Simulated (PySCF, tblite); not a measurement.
**C6H11NOSi: geometry, infrared bands and NMR shifts**

What infrared bands and NMR shifts should C6H11NOSi (`CC[Si@H]1C(=O)C=C1CN`) show?

Programs: tblite 0.8.0 and PySCF 2.14.0, with density-fitted response routines of our own. Each step states its level of theory. These are calculated values for one molecule in the gas phase, unless marked as measured. Atoms count from 0, in the outputs and in this text.

### 1 The molecule as given

20 atoms, charge 0, multiplicity 1; geometry from: force field or distance geometry start.

Bonds of the start (Å): C0–C1 1.53, C1–Si2 1.84, Si2–C3 1.82, C3–O4 1.21, C3–C5 1.50, C5–C6 1.36, C6–C7 1.54, C7–N8 1.46, C6–Si2 1.90, C0–H9 1.10, C0–H10 1.10, C0–H11 1.08, C1–H12 1.10, C1–H13 1.09, Si2–H14 1.49, C5–H15 1.08, C7–H16 1.10, C7–H17 1.10, N8–H18 1.02, N8–H19 1.01.

### 2 Geometry optimisation with GFN2-xTB

The job: settings as JSON, then the geometry in Å.

```
{"job": {"kind": "relax", "xc": "GFN2-xTB", "basis": "xTB"}, "charge": 0, "multiplicity": 1}
C      2.006500    -1.501500     0.677700
C      1.975500    -0.057400     0.162000
Si     0.620400     0.999900     0.810400
C      0.174200     2.477300    -0.151500
O      0.787300     3.508700    -0.284100
C     -1.129900     1.918800    -0.624600
C     -1.063000     0.700000    -0.018700
C     -1.993100    -0.528400     0.025000
N     -1.713000    -1.363400    -1.135100
H      2.086900    -1.538200     1.774000
H      1.081500    -2.036300     0.396800
H      2.844600    -2.042200     0.251500
H      2.932800     0.405500     0.442200
H      1.945700    -0.085300    -0.926500
H      0.489200     1.071100     2.294200
H     -1.896000     2.350900    -1.254100
H     -3.044300    -0.206100     0.010600
H     -1.840000    -1.114700     0.937500
H     -1.898400    -0.813500    -1.973600
H     -2.372100    -2.134600    -1.152500
```

Run with:

```sh
OMP_NUM_THREADS=1 python probes_run.py task.json out
```

This one command runs all jobs of the session in turn.

Output:

```text
step      E/eV     max force
  0    -736.16783    2.951
  1    -736.35694    1.632
  2    -736.42522    1.659
  3    -736.48360    0.860
  4    -736.52960    0.680
  5    -736.55970    0.611
  6    -736.57603    0.502
  7    -736.58944    0.364
  8    -736.60018    0.341
  9    -736.60771    0.231
 10    -736.61320    0.199
 11    -736.61852    0.192
 12    -736.62422    0.213
 13    -736.62964    0.197
 14    -736.63354    0.153
 15    -736.63602    0.108
 16    -736.63797    0.132
 17    -736.64010    0.135
 18    -736.64237    0.146
 19    -736.64417    0.092
 20    -736.64547    0.096
 21    -736.64669    0.092
 22    -736.64797    0.087
 23    -736.64918    0.086
 24    -736.65027    0.082
 25    -736.65132    0.088
 26    -736.65247    0.105
 27    -736.65364    0.099
 28    -736.65461    0.058
 29    -736.65535    0.055
 30    -736.65599    0.052
 31    -736.65655    0.053
 32    -736.65699    0.046
 33    -736.65737    0.045
 34    -736.65778    0.051
 35    -736.65831    0.058
 36    -736.65899    0.063
 37    -736.65987    0.075
 38    -736.66098    0.083
 39    -736.66228    0.100
 40    -736.66349    0.079
 41    -736.66452    0.081
 42    -736.66554    0.079
 43    -736.66668    0.092
 44    -736.66783    0.100
 45    -736.66877    0.068
 46    -736.66943    0.061
 47    -736.66992    0.053
 48    -736.67034    0.051
 49    -736.67072    0.064
 50    -736.67110    0.054
 51    -736.67161    0.058
 52    -736.67274    0.092
 53    -736.67338    0.091
 54    -736.67435    0.065
 55    -736.67536    0.127
 56    -736.67687    0.173
 57    -736.67852    0.155
 58    -736.68004    0.086
 59    -736.68135    0.077
 60    -736.68274    0.130
 61    -736.68430    0.203
 62    -736.68599    0.201
 63    -736.68794    0.097
 64    -736.68975    0.079
 65    -736.69069    0.112
 66    -736.69262    0.133
 67    -736.69403    0.092
 68    -736.69517    0.071
 69    -736.69635    0.113
 70    -736.69759    0.118
 71    -736.69889    0.082
 72    -736.69998    0.064
 73    -736.70080    0.082
 74    -736.70161    0.088
 75    -736.70272    0.084
 76    -736.70376    0.058
 77    -736.70454    0.070
 78    -736.70524    0.076
 79    -736.70608    0.085
 80    -736.70742    0.123
 81    -736.70904    0.107
 82    -736.71043    0.087
 83    -736.71168    0.078
 84    -736.71294    0.093
 85    -736.71436    0.112
 86    -736.71607    0.098
 87    -736.71760    0.077
 88    -736.71862    0.059
 89    -736.71911    0.062
 90    -736.71960    0.064
 91    -736.72017    0.062
 92    -736.72091    0.060
 93    -736.72169    0.060
 94    -736.72236    0.059
 95    -736.72293    0.062
 96    -736.72356    0.076
 97    -736.72421    0.058
 98    -736.72488    0.061
 99    -736.72546    0.057
100    -736.72593    0.059
101    -736.72642    0.046
102    -736.72685    0.031
103    -736.72706    0.033
104    -736.72717    0.027
105    -736.72728    0.021
106    -736.72738    0.020
107    -736.72744    0.027
108    -736.72751    0.020
109    -736.72761    0.024
110    -736.72776    0.031
111    -736.72793    0.038
112    -736.72813    0.037
113    -736.72836    0.040
114    -736.72869    0.045
115    -736.72913    0.047
116    -736.72960    0.044
117    -736.73003    0.048
118    -736.73042    0.052
119    -736.73081    0.055
120    -736.73116    0.034
121    -736.73140    0.037
122    -736.73154    0.036
123    -736.73165    0.034
124    -736.73183    0.026
125    -736.73200    0.029
126    -736.73216    0.033
127    -736.73229    0.029
128    -736.73241    0.024
129    -736.73257    0.029
130    -736.73277    0.027
131    -736.73294    0.024
132    -736.73307    0.023
133    -736.73317    0.022
134    -736.73325    0.026
135    -736.73333    0.020
136    -736.73342    0.021
137    -736.73347    0.016
138    -736.73352    0.013
139    -736.73355    0.017
140    -736.73358    0.014
141    -736.73362    0.018
142    -736.73367    0.017
143    -736.73373    0.021
144    -736.73380    0.019
145    -736.73387    0.016
146    -736.73392    0.014
147    -736.73397    0.020
148    -736.73405    0.022
149    -736.73414    0.020
150    -736.73422    0.018
151    -736.73428    0.018
152    -736.73433    0.020
153    -736.73438    0.019
154    -736.73444    0.014
155    -736.73447    0.012
156    -736.73448    0.007
```

It took 1.4 s on 1 thread of Arm Neoverse V1, shared host; peak memory 0.18 GiB.

Along the way: (not every step is listed)

```
step  energy from step 0 (eV)  largest force (eV/Å)
   0                   0.0000                2.9509
   1                  -0.1891                1.6324
   2                  -0.2574                1.6592
   3                  -0.3158                0.8602
   4                  -0.3618                0.6800
   5                  -0.3919                0.6107
   6                  -0.4082                0.5019
   7                  -0.4216                0.3638
   8                  -0.4324                0.3408
  22                  -0.4801                0.0873
  36                  -0.4912                0.0633
  50                  -0.5033                0.0542
  64                  -0.5219                0.0785
  78                  -0.5374                0.0757
  92                  -0.5531                0.0604
 106                  -0.5596                0.0202
 120                  -0.5633                0.0335
 134                  -0.5654                0.0257
 148                  -0.5662                0.0222
 151                  -0.5665                0.0177
 152                  -0.5665                0.0204
 153                  -0.5666                0.0195
 154                  -0.5666                0.0140
 155                  -0.5666                0.0122
 156                  -0.5666                0.0067
```

Distances of close pairs at the start and the end, largest changes first:

```
   bond  before (Å)  after (Å)  change (Å)
 Si2–C3       1.819      1.953      +0.135
 C1–Si2       1.837      1.899      +0.062
  C6–C7       1.541      1.485      -0.056
Si2–H14       1.491      1.466      -0.026
  C3–C5       1.495      1.472      -0.023
 C0–H10       1.105      1.087      -0.018
  C5–C6       1.363      1.348      -0.015
  C0–H9       1.100      1.087      -0.013
```

The final coordinates are the input of the step that follows.

### 3 Vibrational analysis with GFN2-xTB

The job: settings as JSON, then the geometry in Å.

```
{"job": {"kind": "ir", "xc": "GFN2-xTB", "basis": "xTB"}, "charge": 0, "multiplicity": 1}
C      1.961905    -1.565381     0.462448
C      2.001000    -0.103926     0.022439
Si     0.589527     0.907513     0.791096
C      0.069061     2.623283     0.016558
O      0.506071     3.742840    -0.088967
C     -1.206869     2.049885    -0.442167
C     -1.133668     0.769848    -0.026047
C     -2.125236    -0.323471    -0.192669
N     -1.430700    -1.576317    -0.462257
H      2.097803    -1.642955     1.538127
H      1.003191    -2.010562     0.209911
H      2.753127    -2.134565    -0.022386
H      2.961891     0.330374     0.303079
H      1.944830    -0.054253    -1.066887
H      0.585948     0.818870     2.253932
H     -1.995804     2.556070    -0.977255
H     -2.869379    -0.053554    -0.962989
H     -2.658096    -0.444321     0.758347
H     -0.973675    -1.529112    -1.366930
H     -2.086076    -2.349586    -0.486173
```

Output:

```text
mode    cm-1     km/mol
  1      43.6      2.63
  2      76.7      1.27
  3      84.7      0.90
  4     107.2      1.01
  5     120.3      0.85
  6     167.4      5.78
  7     236.6     18.40
  8     249.3      3.27
  9     269.3     26.40
 10     328.7     21.79
 11     377.8      6.14
 12     468.7     13.74
 13     493.6     24.79
 14     542.0     40.93
 15     575.7      8.53
 16     586.2     22.10
 17     634.6     78.61
 18     653.7     20.73
 19     737.3     44.09
 20     764.7    134.28
 21     846.5     42.11
 22     881.2     59.27
 23     975.1     42.78
 24     983.7     11.03
 25    1021.0     21.73
 26    1033.7    104.21
 27    1070.4      4.02
 28    1073.1     23.30
 29    1105.9     13.66
 30    1154.4      4.11
 31    1193.1     26.09
 32    1233.9      4.88
 33    1261.6     13.87
 34    1282.8      1.99
 35    1331.9     17.45
 36    1417.9      1.05
 37    1452.9      2.30
 38    1472.1      1.41
 39    1505.7      2.84
 40    1511.2      1.96
 41    1561.1     30.36
 42    1598.8     99.75
 43    1772.0    458.37
 44    2232.5    307.75
 45    2805.8     94.50
 46    2921.1     24.17
 47    2966.1     33.96
 48    2981.5     21.82
 49    3019.6     49.81
 50    3041.0     40.36
 51    3048.4     10.14
 52    3069.6     52.58
 53    3390.6      7.26
 54    3421.6      8.24
```

Run time: 0.89 s. Hardware: 1 thread of Arm Neoverse V1, shared host; peak memory 0.18 GiB.

Which atoms move in the most intense modes:

```
cm⁻¹  km/mol                                  atoms
 635    78.6                               H14 58 %
 765   134.3            Si2 42 %, C1 18 %, H12 10 %
 881    59.3  H18 28 %, H17 20 %, H16 15 %, C7 12 %
1034   104.2             C3 40 %, H15 23 %, C5 20 %
1599    99.8                       C6 53 %, C5 39 %
1772   458.4                       C3 62 %, O4 36 %
2232   307.8                               H14 97 %
2806    94.5                               H16 92 %
```

### 4 NMR shieldings: PBE0/pcSseg-1

Settings changed since step 3:

```diff
@@ -1,2 +1,2 @@
-{"job": {"kind": "ir", "xc": "GFN2-xTB", "basis": "xTB"}, "charge": 0, "multiplicity": 1}
+{"job": {"kind": "nmr", "xc": "PBE0", "basis": "pcSseg-1"}, "charge": 0, "multiplicity": 1}
 C      1.961905    -1.565381     0.462448
```

Method: GIAO PBE0/pcSseg-1 NMR shielding, non-relativistic, gas phase.

Output:

```text
coarse grid: 17112 points
cycle   1  E = -653.8727164212  dE =  1.192e+00  |g| = 8.346e-01  |ddm| = 4.101e+00
cycle   2  E = -653.4312321666  dE =  4.415e-01  |g| = 1.692e+00  |ddm| = 2.822e+00
cycle   3  E = -654.0075066356  dE = -5.763e-01  |g| = 2.556e-01  |ddm| = 2.268e+00
cycle   4  E = -654.0216812648  dE = -1.417e-02  |g| = 8.417e-02  |ddm| = 3.220e-01
cycle   5  E = -654.0230939925  dE = -1.413e-03  |g| = 3.252e-02  |ddm| = 1.048e-01
cycle   6  E = -654.0233356257  dE = -2.416e-04  |g| = 1.037e-02  |ddm| = 3.678e-02
cycle   7  E = -654.0233629432  dE = -2.732e-05  |g| = 2.553e-03  |ddm| = 1.254e-02
cycle   8  E = -654.0233642496  dE = -1.306e-06  |g| = 7.914e-04  |ddm| = 3.591e-03
final grid: 160472 points
cycle   9  E = -654.0842037220  dE = -1.822e-05  |g| = 1.428e-02  |ddm| = 3.070e-02
cycle  10  E = -654.0840910494  dE =  1.127e-04  |g| = 2.763e-02  |ddm| = 3.742e-02
cycle  11  E = -654.0842449569  dE = -1.539e-04  |g| = 3.583e-03  |ddm| = 2.787e-02
cycle  12  E = -654.0842477138  dE = -2.757e-06  |g| = 2.716e-04  |ddm| = 3.155e-03
cycle  13  E = -654.0842477268  dE = -1.294e-08  |g| = 1.308e-04  |ddm| = 4.346e-04
cycle  14  E = -654.0842477308  dE = -3.992e-09  |g| = 3.180e-05  |ddm| = 1.579e-04
cycle  15  E = -654.0842477310  dE = -2.083e-10  |g| = 1.164e-05  |ddm| = 5.051e-05
converged SCF energy = -654.0842477310

GIAO shielding tensors (ppm)
atom      isotropic    diamagn.    paramagn.     s11        s22        s33       span
  0 C      175.955     247.478     -71.524    169.596    171.082    187.186     17.589
  1 C      176.576     252.913     -76.337    173.696    176.212    179.819      6.124
  2 Si     338.114     880.186    -542.073    266.776    344.720    402.845    136.069
  3 C      -36.098     257.516    -293.613   -114.395    -70.394     76.495    190.890
  4 O     -409.859     395.993    -805.851  -1186.271   -369.335    326.030   1512.301
  5 C       21.722     257.349    -235.627    -67.927     21.350    111.744    179.671
  6 C      -26.339     261.343    -287.682   -148.231    -75.412    144.627    292.858
  7 C      136.100     242.739    -106.639    122.684    136.144    149.472     26.788
  8 N      221.771     314.858     -93.086    190.841    231.662    242.811     51.969
  9 H       30.736      29.491       1.245     26.847     28.400     36.962     10.115
 10 H       29.452      30.722      -1.270     23.144     28.502     36.711     13.567
 11 H       30.371      28.182       2.190     25.433     27.717     37.965     12.532
 12 H       30.630      29.601       1.029     25.378     28.878     37.634     12.256
 13 H       30.876      32.712      -1.835     27.514     28.674     36.441      8.926
 14 H       26.343      29.219      -2.876     24.222     24.747     30.060      5.838
 15 H       24.444      32.638      -8.194     21.900     24.591     26.841      4.940
 16 H       27.185      28.734      -1.549     22.264     26.312     32.979     10.715
 17 H       27.781      28.199      -0.418     24.379     25.942     33.021      8.642
 18 H       31.106      32.632      -1.526     26.534     28.475     38.310     11.777
 19 H       30.247      29.516       0.731     23.290     27.029     40.422     17.132
```

It took 71 s on 1 thread of Arm Neoverse V1, shared host; peak memory 1 GiB.

Shifts follow as δ = σ(reference) − σ, with reference shieldings (ppm) from runs at the same level and on the same kind of geometry: ¹H TMS 31.72, ¹³C TMS 186.9, ²⁹Si TMS 349.2, ¹⁵N NH3 267.7, ¹⁷O H2O 336.1. The references are single molecules in the gas phase, so shifts against H2O, NH3, PH3, H3PO4 or CFCl3 are not on the usual liquid scales and can be off by tens of ppm. Atoms listed in one row are averaged.

```
       atoms                                                environment  σ (ppm)  δ (ppm)  δ scaled to CDCl3
          C3                                            carbonyl carbon    -36.1    223.0              215.8
          C6                                 β carbon of a C=C–C=O unit    -26.3    213.3              206.2
          C5                                 α carbon of a C=C–C=O unit     21.7    165.2              159.3
          C7                                allylic sp3 CH2 bonded to N    136.1     50.8               47.7
          C0                                              methyl carbon    176.0     11.0                8.8
          C1                                       sp3 CH2 bonded to Si    176.6     10.3                8.2
         H15                  hydrogen on an α carbon of a C=C–C=O unit    24.44     7.27               6.96
         H14  hydrogen on a silicon bonded to 3 C, in a 4-membered ring    26.34     5.37                  –
         H16                 hydrogen on an allylic sp3 CH2 bonded to N    27.18     4.53               4.38
         H17                 hydrogen on an allylic sp3 CH2 bonded to N    27.78     3.94               3.82
H9, H10, H11                                hydrogen on a methyl carbon    30.19     1.53               1.55
         H12                        hydrogen on an sp3 CH2 bonded to Si    30.63     1.09               1.13
    H18, H19                              hydrogen on an amine nitrogen    30.68     1.04                  –
         H13                        hydrogen on an sp3 CH2 bonded to Si    30.88     0.84               0.90
         Si2             silicon bonded to 3 C, H, in a 4-membered ring    338.1     11.0                  –
          O4                                            carbonyl oxygen   -409.9    745.9                  –
          N8                                             amine nitrogen    221.8     46.0                  –
```

The scaled column applies a straight-line fit of computed shieldings to shifts measured in CDCl3 (root-mean-square error 0.16 ppm for H, 1.9 ppm for C).

Charges from the same density, by scheme (e):

```
atoms  Mulliken    IAO  Hirshfeld  ESP fit
   C0     -0.30  -0.42      -0.12     0.00
   C1     -0.58  -0.53      -0.15    -0.06
  Si2      0.88   0.80       0.35     0.24
   C3      0.05   0.14       0.05     0.32
   O4     -0.36  -0.40      -0.26    -0.45
   C5     -0.08  -0.20      -0.06    -0.18
   C6     -0.48  -0.20      -0.05    -0.15
   C7      0.05  -0.15      -0.03     0.13
   N8     -0.45  -0.57      -0.21    -0.66
```

Mayer bond orders: C0–C1 1.05, C1–Si2 0.94, Si2–C3 0.82, C3–O4 1.94, C3–C5 0.98, C5–C6 1.68, C6–C7 1.01, C7–N8 1.03, C6–Si2 0.84.

Ring of atoms Si2, C3, C5, C6: NICS(0) 6.5, NICS(1) -2.8, NICS(1)zz 0.0 ppm (means of both faces).

Orbitals, density, ELF and potential are computed afterwards from the orbital file.

Frontier orbitals at PBE0/pcSseg-1, with the share of their density that lies nearest to each atom:

```
orbital  energy (eV)                     lies on
   HOMO        -6.29  O4 49 %; C3 15 %; Si2 14 %
   LUMO        -1.40   C6 32 %; C3 20 %; O4 17 %
```

ELF in a plane through or near 10 of the atoms.

Ten even steps from '0' (0.00) to '9' (1.00):
```
0000000000000000000000000000
0000000000000000000000000000
0000000001233200000000000000
0000000046888710000000000000
0000000158648500000000000000
0000000003786200000210000000
0000023236554973118998100000
0000289865867835769998100000
0000289853744316943741000000
0000012248318846768841100000
0000000016875300155348861000
0000038985451100599579971000
0000069997596881399823410000
0000016752462583048400000000
0000000000699831000000000000
0000000000899810000000000000
0000000000034100000000000000
0000000000000000000000000000
0000000000000000000000000000
0000000000000000000000000000
```
The map spans 11.9 Å across and 12.3 Å up, centred on the molecule. Atoms in the plane (x, y in Å): C0 (2.5, -0.5), C3 (-1.1, 2.4), O4 (-1.3, 3.5), C5 (-2.1, 1.2), C6 (-1.3, 0.2), C7 (-1.7, -1.2), N8 (-0.6, -2.1), H10 (1.8, -1.3), H12 (2.5, 1.6), H19 (-0.8, -3.1).

log10 of the density (e/Å³) in the same plane.

Ten even steps from ' ' (-4.0) to '@' (1.7):
```
                                                        
                  ..........                            
              ..--========--::                          
            ..--==++******++--..                        
            ::--++**%%@@##**==::..........              
        ....::--==**######**==------------::..          
      ..::--==++++**##@@##**++++====++++++==::..        
      ::--==++**########**************##**==--::        
      ::--==++**######**********######**++==--::..      
      ..::--==++**########********######**++==--::..    
      ..::--====++**####**++====++**##@@##**++==--..    
      ..::--++****####****++====++**######**++==--..    
      ..::--++**############**++++******++====--::..    
        ..--==++++++**##@@%%**++========----::::..      
          ..::----==++####**++==--::::::....            
              ..::--==++**++==::..                      
                  ..::------..                          
                      ....                              
                                                        
                                                        
```
The map spans 11.9 Å across and 12.3 Å up, centred on the molecule. Atoms in the plane (x, y in Å): C0 (2.5, -0.5), C3 (-1.1, 2.4), O4 (-1.3, 3.5), C5 (-2.1, 1.2), C6 (-1.3, 0.2), C7 (-1.7, -1.2), N8 (-0.6, -2.1), H10 (1.8, -1.3), H12 (2.5, 1.6), H19 (-0.8, -3.1).

On the surface of density 0.002 e/bohr³ the electrostatic potential runs, from the 1st to the 99th percentile, from -1.90 V near O4 to 1.62 V near H19.

### 5 Outcome

```
                                                              quantity                                               value
                             strongest single infrared mode (GFN2-xTB)                               1772 cm⁻¹, 458 km/mol
                                          zero-point energy (GFN2-xTB)                                       98.9 kcal/mol
                                ¹³C shifts against TMS (PBE0/pcSseg-1)           223.0, 213.3, 165.2, 50.8, 11.0, 10.3 ppm
¹H shifts against TMS (PBE0/pcSseg-1, means over atoms taken as alike)  7.27, 5.37, 4.53, 3.94, 1.53, 1.09, 1.04, 0.84 ppm
                               ²⁹Si shifts against TMS (PBE0/pcSseg-1)                                            11.0 ppm
                                ¹⁷O shifts against H2O (PBE0/pcSseg-1)                                           745.9 ppm
                                ¹⁵N shifts against NH3 (PBE0/pcSseg-1)                                            46.0 ppm
                                 surface potential, 1st and 99th percentile                                  -1.90 V and 1.62 V
```

**Reading.** Relaxing lowered the energy by 0.567 eV in 156 steps; the close pair that moved most is Si2–C3, from 1.819 to 1.953 Å. No mode is imaginary among the 54: a minimum at this level. The strongest single mode, at 1772 cm⁻¹, moves mainly C3 and O4. Unscaled tight-binding wavenumbers are off by several per cent, some by more. Its intensities can rank the bands wrongly. H15 (hydrogen on an α carbon of a C=C–C=O unit) lies farthest downfield among hydrogen, at 7.27 ppm; olefinic region. At PBE0/pcSseg-1: The largest span, 1512 ppm, is at O4, where the paramagnetic term is -806 ppm. At PBE0/pcSseg-1, counted by nearest atom on the grid, the HOMO lies on O4 49 %; C3 15 %, the LUMO on C6 32 %; C3 20 %.
